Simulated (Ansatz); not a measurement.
C2H5AlSn, SMILES [SnH3][C]1=[CH][AlH]1: an atomisation energy, run with Ansatz 0.2.0, Python API.

`c2h5alsn_tae.py`:
```python
from collections import Counter

import ansatz as az
from ase import Atoms


def energy_of(molecule, charge=0, unpaired=0):
    calc = (
        molecule.calculation()
        .basis(gaussian="def2-SVP")
        .functional("r2scan")
        .scf(lower_state_search="off")
    )
    if charge:
        calc = calc.charge(charge)
    if unpaired:
        calc = calc.spin("collinear", total=unpaired)
    return calc.run().report["free_energy_ev"]


def main() -> None:
    atoms = Atoms(["Sn", "C", "C", "Al", "H", "H", "H", "H", "H"], positions=[
        (-0.2596, 1.1981, -1.1601),
        (0.0297, -0.3639, 0.1679),
        (0.2086, -1.7713, 0.3269),
        (0.4033, -0.8296, 1.8943),
        (-1.2416, 0.6629, -2.5538),
        (-1.1889, 2.5258, -0.3463),
        (1.2553, 1.8688, -1.7288),
        (0.356, -2.734, -0.1272),
        (0.5257, -0.6032, 3.51),
    ])
    system = az.Crystal.molecule_from_ase(atoms)

    unpaired = {"Sn": 2, "C": 2, "Al": 1, "H": 1}
    counts = Counter(site.symbol for site in system.cartesian_sites)
    atom_energy = {s: energy_of(az.Crystal.molecule().atom(s, (0, 0, 0)), 0, unpaired[s]) for s in counts}
    whole = energy_of(system, 0, 0)
    for s, e in atom_energy.items():
        print(f"{s:2s} x{counts[s]}  {e:14.5f} eV")
    print(f"C2H5AlSn: {whole:.5f} eV")
    split = sum(counts[s] * e for s, e in atom_energy.items()) - whole
    print(f"atomisation energy (no zero-point term): {split:.3f} eV, {split / sum(counts.values()):.3f} eV an atom")


if __name__ == "__main__":
    main()
```

What does it cost to take this molecule apart into atoms?

27.894 eV from the electronic energies, without the zero-point term.

The output:

Running `python c2h5alsn_tae.py` prints:
```text
Sn x1     -5832.10669 eV
C  x2     -1028.24726 eV
Al x1     -6591.86592 eV
H  x5       -13.58417 eV
C2H5AlSn: -14576.28171 eV
atomisation energy (no zero-point term): 27.894 eV, 3.099 eV an atom
```

What to keep in mind:
- These settings explore the input space; basis and method may be short of convergence.
- The geometry is a force-field or estimated start, not a minimum of this method, and the basis set is short of its limit. All parts are taken at fixed geometry, without zero-point energy.
- def2 sets replace the cores of elements past krypton by effective core potentials.
- The spin-orbit lowering of heavy atoms is left out.
- Wall time of the script: 5.5 s on 1 thread of Arm Neoverse V2, on a shared host, peak memory 0.2 GiB.
